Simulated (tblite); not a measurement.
# C7H11Al: the cost of one run

Computed with tblite 0.8.0 and PySCF 2.14.0, with density-fitted response routines of our own, on a single molecule in the gas phase. Atoms count from 0, in the outputs and in this text.

## (1) The starting structure

19 atoms, charge 0, multiplicity 1; geometry from: force field or distance geometry start.

Bonds of the start (Å): C0–C1 1.49, C1–C2 1.20, C2–C3 1.48, C3–C4 1.46, C4–C5 1.53, C5–Al6 2.00, Al6–C7 2.00, C7–C3 1.52, C0–H8 1.12, C0–H9 1.10, C0–H10 1.10, C3–H11 1.14, C4–H12 1.11, C4–H13 1.11, C5–H14 1.10, C5–H15 1.10, Al6–H16 1.60, C7–H17 1.10, C7–H18 1.10.

## (2) Geometry optimisation with GFN2-xTB

The job: settings as JSON, then the geometry in Å.

```
{"job": {"kind": "relax", "xc": "GFN2-xTB", "basis": "xTB"}, "charge": 0, "multiplicity": 1}
C      3.364500     0.319900     0.200400
C      1.957300    -0.135000     0.062600
C      0.832100    -0.533300    -0.047700
C     -0.560600    -1.010500    -0.231400
C     -1.334000    -0.244100    -1.203300
C     -1.439900     1.218600    -0.766600
Al    -1.898700     0.852500     1.145900
C     -1.269800    -1.048800     1.115200
H      4.024000    -0.237000    -0.515200
H      3.704000     0.068700     1.212500
H      3.430500     1.389200    -0.054000
H     -0.550300    -2.099900    -0.555500
H     -0.776500    -0.242000    -2.163800
H     -2.348200    -0.650100    -1.412300
H     -0.497200     1.776000    -0.876700
H     -2.294700     1.703100    -1.251400
H     -1.622800     1.894800     2.330000
H     -0.595300    -1.279500     1.953500
H     -2.134300    -1.733400     1.050400
```

The run is started by

```console
$ OMP_NUM_THREADS=1 python probes_run.py task.json out
```

One launch serves the whole session: the jobs run in the order shown.

Q: Estimate the wall time and peak memory of this first job on 1 thread of Arm Neoverse N1, shared host.

About 1.5 s, with a peak of 0.18 GiB.
